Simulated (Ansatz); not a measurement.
# AsBH5NO: a ladder of functionals and wavefunction methods

One table from this session's results is given with a row withheld; the runs are named, their logs left out.

Method: functionals in def2-TZVPP, the program's frozen cores in correlated methods; program: Ansatz 0.2.0, Gaussian basis.

The runs, in order: LDA (SPW92), PBE-D4, revPBE-D4, BLYP-D4, r2SCAN-D4, B97M-V, PBE0-D4, B3LYP-D4, r2SCANh-D4, r2SCAN0-D4, HSE06-D4, BHLYP-D4, CAM-B3LYP-D4, LC-ωPBE, ωB97X-V, ωB97M-V, B2PLYP, PBE-QIDH; CCSD(T)/def2-SVP; CCSD(T)/def2-TZVPP; MP2/def2-QZVPP; extrapolation to the limit; RPA on PBE.

## Structure used throughout

An earlier PBE0-D4 in a triple-zeta def2 set relaxation fixed the geometry.

9 atoms, charge 0, spin multiplicity 1.

Atoms are counted from 1 here; the program's logs count them from 0.

Bond lengths: B1–As2 2.053 Å, B1–O4 1.535 Å, B1–H5 1.200 Å, B1–H6 1.200 Å, As2–N3 1.782 Å, As2–O4 2.081 Å, N3–H7 1.006 Å, N3–H8 1.008 Å, O4–H9 0.963 Å. Angles: As2–B1–O4 69.2°, As2–B1–H5 114.8°, As2–B1–H6 115.9°, O4–B1–H5 111.8°, O4–B1–H6 114.2°, H5–B1–H6 120.2°, B1–As2–N3 101.1°, B1–As2–O4 43.6°, N3–As2–O4 99.5°, As2–N3–H7 120.7°, As2–N3–H8 120.3°, H7–N3–H8 114.5°, B1–O4–As2 67.3°, B1–O4–H9 111.9°, As2–O4–H9 110.2°.

The first run:

in.yaml

```yaml
crystal:
  periodic: [false, false, false]
  atoms:
    - {symbol: B, position_ang: [-0.712692, 0.830846, -0.550460]}
    - {symbol: As, position_ang: [0.888403, 0.499610, 0.691152]}
    - {symbol: N, position_ang: [1.497115, -1.051604, 0.060353]}
    - {symbol: O, position_ang: [-1.149904, 0.083095, 0.716391]}
    - {symbol: H, position_ang: [-0.751532, 0.125633, -1.520652]}
    - {symbol: H, position_ang: [-1.102488, 1.964100, -0.611917]}
    - {symbol: H, position_ang: [1.847954, -1.758196, 0.685253]}
    - {symbol: H, position_ang: [1.171265, -1.402848, -0.826311]}
    - {symbol: H, position_ang: [-1.599622, 0.663066, 1.339191]}
basis:
  gaussian: {orbitals: def2-TZVPP}
hamiltonian: {xc: lda}
output: {orbitals: {seedname: orbitals}}
```

Run with:

```bash
$ ansatz run in.yaml --threads 4 --pin off --events-out ev --progress --plain --max-ram 10444MiB
```

Steps of the session up to this table: LDA; PBE-D4 (GGA); revPBE-D4 (GGA); BLYP-D4 (GGA); r2SCAN-D4 (meta-GGA); B97M-V (meta-GGA); PBE0-D4 (hybrid); B3LYP-D4 (hybrid); r2SCANh-D4 (hybrid); r2SCAN0-D4 (hybrid); HSE06-D4 (hybrid); BHLYP-D4 (hybrid); CAM-B3LYP-D4 (range-separated); LC-ωPBE (range-separated); ωB97X-V (range-separated); ωB97M-V (range-separated); B2PLYP (double hybrid); PBE-QIDH (double hybrid).

One of the session's tables, all rows but one given; the rest of the session is left out.

It belongs to the step «Frontier levels by functional». 

| functional | HOMO (eV) | gap (eV) |
| --- | --- | --- |
| LDA (SPW92) | -5.57 | 3.19 |
| PBE-D4 | -5.41 | 3.26 |
| revPBE-D4 | ? | ? |
| BLYP-D4 | -5.26 | 3.21 |
| r2SCAN-D4 | -5.63 | 3.60 |
| B97M-V | -5.69 | 3.72 |
| PBE0-D4 | -6.51 | 5.20 |
| B3LYP-D4 | -6.30 | 4.76 |
| r2SCANh-D4 | -6.04 | 4.33 |
| r2SCAN0-D4 | -6.65 | 5.42 |
| HSE06-D4 | -6.12 | 4.43 |
| BHLYP-D4 | -7.48 | 7.10 |
| CAM-B3LYP-D4 | -7.80 | 7.55 |
| LC-ωPBE | -9.12 | 10.04 |
| ωB97X-V | -8.78 | 9.60 |
| ωB97M-V | -8.63 | 9.33 |

Q: Estimate the row for revPBE-D4 from the others.

**Answer.** HOMO (eV): -5.35; gap (eV): 3.29. In the column «HOMO (eV)» it lies between PBE-D4 (-5.41) and BLYP-D4 (-5.26).
